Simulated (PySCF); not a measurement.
# A diatomic session: NaCd+

One table from this session's results is given with a row withheld; the runs are named, their logs left out.

The runs use PySCF 2.14.0; Na def2-SVP, Cd def2-SVP with ECP28, scalar-relativistic core potentials.

The first run:

The job is set up so:

| Quantity | Value |
| --- | --- |
| atoms | Na, Cd |
| charge | 1 |
| basis | Na def2-SVP, Cd def2-SVP with ECP28 |
| Hamiltonian | scalar-relativistic core potentials |
| basis functions | 46 |
| electrons treated | 30 |
| masses in u | 22.9898, 113.9034 |
| levels | PBE0, PBE, r²SCAN, MN15, B3LYP, B2PLYP, LC-ωPBE, HF, MP2, SCS-MP2, CCSD, CCSD(T) |
| grid | 80 radial by 434 angular points |
| occupations | held fixed by the projection of orbital angular momentum |
| dissociation limit | Na+ + Cd, each in its ground configuration |
| starting distance in angstrom | 3.075 |
| values of 2S to try | 0, 2 |

On the command line:

```console
$ OMP_NUM_THREADS=1 python dia.py task.json out
```

Steps of the session up to this table: The job; First curve: PBE0; Excited determinants; PBE; r²SCAN (meta-GGA); MN15 (hybrid meta-GGA); B3LYP (global hybrid GGA); B2PLYP (double hybrid); LC-ωPBE; RHF (mean field); MP2 and coupled cluster.

One table of the session follows, with a row left open; its other results are not shown here.

Energy (eV) from each level's lowest point:

| R (Å) | RHF | RHF-MP2 | RHF-SCS-MP2 | RHF-CCSD | RHF-CCSD(T) |
| --- | --- | --- | --- | --- | --- |
| 2.708 | 0.250 | 0.171 | 0.179 | n/a | n/a |
| 2.834 | 0.135 | 0.079 | 0.085 | 0.089 | 0.088 |
| 2.960 | ? | ? | ? | ? | ? |
| 3.054 | 0.030 | 0.008 | 0.009 | 0.010 | 0.010 |
| 3.149 | 0.010 | 0.000 | 0.000 | 0.000 | 0.000 |
| 3.244 | 0.000 | 0.002 | 0.000 | 0.000 | 0.000 |
| 3.369 | 0.000 | 0.014 | 0.011 | 0.010 | 0.011 |
| 3.527 | 0.014 | 0.040 | 0.036 | 0.035 | 0.035 |
| 3.716 | 0.043 | 0.079 | 0.074 | 0.073 | 0.073 |
| 3.968 | 0.090 | 0.133 | 0.128 | n/a | n/a |

Q: Estimate the row for R (Å) = 2.960 from the others.

Worked estimate for «RHF». A straight line through the neighbours (2.834, 0.135) and (3.054, 0.030) gives 0.135 + (0.030 − 0.135) × (2.960 − 2.834) / (3.054 − 2.834) = 0.075; a parabola fitted to 4 rows on both sides gives 0.061.

The run gave: RHF: 0.063; RHF-MP2: 0.027; RHF-SCS-MP2: 0.030; RHF-CCSD: 0.033; RHF-CCSD(T): 0.032. In «RHF» the line misses by +0.012 and the parabola by -0.002.
